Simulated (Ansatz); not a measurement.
# BH3Se: rigid scan of one bond length in Python

The task is a rigid scan of one bond length, for BH3Se. SMILES: B[SeH].

Program: Ansatz 0.2.0, driven from Python. Level of theory: PBE+D4/def2-SVP. These are calculated values, not measurements.

### Step 1. The system

Bond lengths: B1–Se2 2.017 Å, B1–H3 1.245 Å, B1–H4 1.158 Å, Se2–H5 1.546 Å. Angles: B1–Se2–H5 91.7°, Se2–B1–H3 117.3°, Se2–B1–H4 118.7°, H3–B1–H4 123.6°.

No structure file is read: the coordinates are typed or built in the script.

### Step 2. The script

scan_bh3se.py reads:

```python
import ansatz as az
import numpy as np

params = {
    "basis": "def2-SVP",
    "functional": "PBE",
    "vdw": "d4",
}

bh3se = (
    az.Crystal.molecule()
    .atom("B", (-0.1499, -0.6459, 0.1856))
    .atom("Se", (0.89, 1.0618, 0.4545))
    .atom("H", (-1.3154, -0.6794, 0.6213))
    .atom("H", (0.3163, -1.4852, -0.4622))
    .atom("H", (0.3089, 1.6752, -0.8407))
)

symbols = [site.symbol for site in bh3se.cartesian_sites]
start = np.array([site.position_ang for site in bh3se.cartesian_sites])
axis = (start[2] - start[0]) / np.linalg.norm(start[2] - start[0])
moving = [2]
lengths, energies = [1.095, 1.145, 1.195, 1.245, 1.295, 1.344, 1.394, 1.469], []
for length in lengths:
    xyz = start.copy()
    xyz[moving] += (length - np.linalg.norm(start[2] - start[0])) * axis
    point = az.Crystal.molecule()
    for symbol, place in zip(symbols, xyz):
        point = point.atom(symbol, place.tolist())
    model = (
        point.calculation()
        .basis(gaussian=params["basis"])
        .functional(params["functional"], dispersion=params["vdw"])
    )
    rep = model.run(threads=1).report
    energies.append(rep["free_energy_ev"])
    print(f"r = {length:6.3f} A  E = {energies[-1]:.5f} eV  <S^2> = {abs(rep['mean_field']['state']['spin_squared']):.3f}")

fit = np.polynomial.Polynomial.fit(lengths, np.array(energies) - min(energies), 4).convert()
roots = [r.real for r in fit.deriv().roots() if abs(r.imag) < 1e-9 and fit.deriv(2)(r.real) > 0]
r_e = min(roots, key=lambda r: abs(r - lengths[int(np.argmin(energies))]))
print(f"minimum of the fit at {r_e:.4f} A, force constant {fit.deriv(2)(r_e):.2f} eV/A^2")
```

### Step 3. The calls as engine input

The package turns the script's settings into the engine's input (first run):

```yaml
crystal:
  periodic: [false, false, false]
  atoms:
    - { symbol: B, position_ang: [-0.1499, -0.6459, 0.1856] }
    - { symbol: Se, position_ang: [0.89, 1.0618, 0.4545] }
    - { symbol: H, position_ang: [-1.1752025810677944, -0.6753703015579332, 0.5688898623519846] }
    - { symbol: H, position_ang: [0.3163, -1.4852, -0.4622] }
    - { symbol: H, position_ang: [0.3089, 1.6752, -0.8407] }
basis:
  gaussian:
    orbitals: def2-SVP
hamiltonian:
  xc: pbe
  dispersion: d4
```

### Step 4. Launch

Launch:

```
> python scan_bh3se.py
```

Q: Predict the main results. Wanted: range of energy; lowest point, distance.

The runs gave:

| quantity | value |
| --- | --- |
| bond length at the fit's minimum | 1.2137 Å |
| runs compared | 8 |
| range of energy | 0.481 eV |
| lowest point, distance (Å) | 1.20 |

**Reading.** The lowest point, at 1.20, lies inside the range. The ends stand 0.191 and 0.481 eV above it. The distance scanned is the script's pair 0, 2. The rest of the molecule is held rigid at a force-field or estimated start geometry, and the basis set is modest; single-reference methods fail as a bond breaks. The orbitals are restricted, so S² is zero by construction.
